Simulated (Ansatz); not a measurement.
**SbH₂+ (triplet): the correlation ladder at distance Sb1–H2 = 3.153 Å, def2-SVP**

Aim: climb from Hartree-Fock through coupled cluster and multireference methods for SbH₂+ (triplet) at one geometry and basis, and see what each rung misses.

Program: Ansatz 0.2.0, Gaussian basis. Level of theory: def2-SVP, core rule «outside noble gas», up to 9 orbitals frozen. These are calculated values, not measurements.

To be run: UHF; CCSD(T) on ROHF; CCSD(T) on UHF; BCCD(T) on ROHF; CISD; CCSDT(Q) on ROHF; CCSDT(Q) on UHF; CASSCF and MRCISD+Q, 4 electrons in 4 orbitals; CASSCF and NEVPT2, 4 electrons in 4 orbitals; CASSCF and MRCISD+Q, 6 electrons in 6 orbitals; CASSCF and NEVPT2, 6 electrons in 6 orbitals; Full CI.

13 further runs of the same task are left out: 11 that didn't finish, 2 set aside as unsound or not needed.

### Step 1. What is computed

The geometry derives from a PBE0/def2-TZVP stationary point (not a proven minimum). One bond is set to the value named and the two fragments are kept rigid. No spin-orbit coupling is included. Elements past krypton take def2 core potentials.

3 atoms, charge 1, spin multiplicity 3.

Atoms are counted from 1 here; the program's logs count them from 0.

Bond lengths: Sb1–H3 1.691 Å.

### Step 2. UHF

Contents of in.yaml:

```yaml
crystal:
  periodic: [false, false, false]
  atoms:
    - {symbol: Sb, position_ang: [0.000000, -0.019536, 0.010345]}
    - {symbol: H, position_ang: [0.000000, 1.542067, -2.728781]}
    - {symbol: H, position_ang: [0.000000, 0.817843, 1.479148]}
basis:
  gaussian: {orbitals: def2-SVP}
total_charge: 1
magnetization: {spin_polarized: true, initial_magnetization: 2}
hamiltonian: {xc: hf}
output: {orbitals: {seedname: orbitals}}
```

On the command line:

```bash
> ansatz run in.yaml --threads 1 --pin off --events-out ev --progress --plain --max-ram 2393MiB
```

After this run come: CCSD(T) on ROHF; CCSD(T) on UHF; BCCD(T) on ROHF; CISD; CCSDT(Q) on ROHF; CCSDT(Q) on UHF; CASSCF and MRCISD+Q, 4 electrons in 4 orbitals; CASSCF and NEVPT2, 4 electrons in 4 orbitals; CASSCF and MRCISD+Q, 6 electrons in 6 orbitals; CASSCF and NEVPT2, 6 electrons in 6 orbitals; Full CI.

**Question.** What will the summary of the whole plan be? Wanted: FCI below the RHF energy; RMP2 from FCI; UMP2 from FCI; RCCSD from FCI; RCCSD(T) from FCI; UCCSD(T) from FCI; RCCSDT(Q) from FCI; UCCSDT(Q) from FCI; NEVPT2 pair from FCI.

As calculated:

| quantity | value |
| --- | --- |
| FCI below the RHF energy | -2.2190 eV |
| RMP2 from FCI | +591.9 meV |
| UMP2 from FCI | +590.0 meV |
| RCCSD from FCI | +48.3 meV |
| RCCSD(T) from FCI | +12.3 meV |
| UCCSD(T) from FCI | +6.0 meV |
| RCCSDT(Q) from FCI | -0.3 meV |
| UCCSDT(Q) from FCI | -6.5 meV |
| NEVPT2 pair from FCI | +495.6 meV |
| MRCISD+Q pair from FCI | -31.0 meV |
| NEVPT2 valence from FCI | +361.2 meV |
| levels within 1 kcal/mol (43 meV) | UCCSD, RCCSD(T), UCCSD(T), BCCD(T), RCCSDT, UCCSDT, RCCSDT(Q), UCCSDT(Q), MRCISD+Q pair, MRCISD valence, MRCISD+Q valence |
| T1 diagnostic | 0.021 |
| effectively unpaired electrons | 2.05 |

**Reading.** RCCSD(T) lands +12.3 meV from the yardstick (0.6 % of the correlation energy). UCCSDT, UCCSDT(Q), MRCISD+Q pair, MRCISD+Q valence fall below full CI: unrestricted runs freeze a spin-polarised core, another one than full CI's, and coupled cluster isn't variational. One determinant dominates. Of the multireference levels listed MRCISD+Q valence comes nearest in total energy (-3.6 meV), which doesn't show that its space is the better one. These misses are within one basis, not against nature; the frozen cores of restricted and unrestricted runs differ, which can shift their rows.
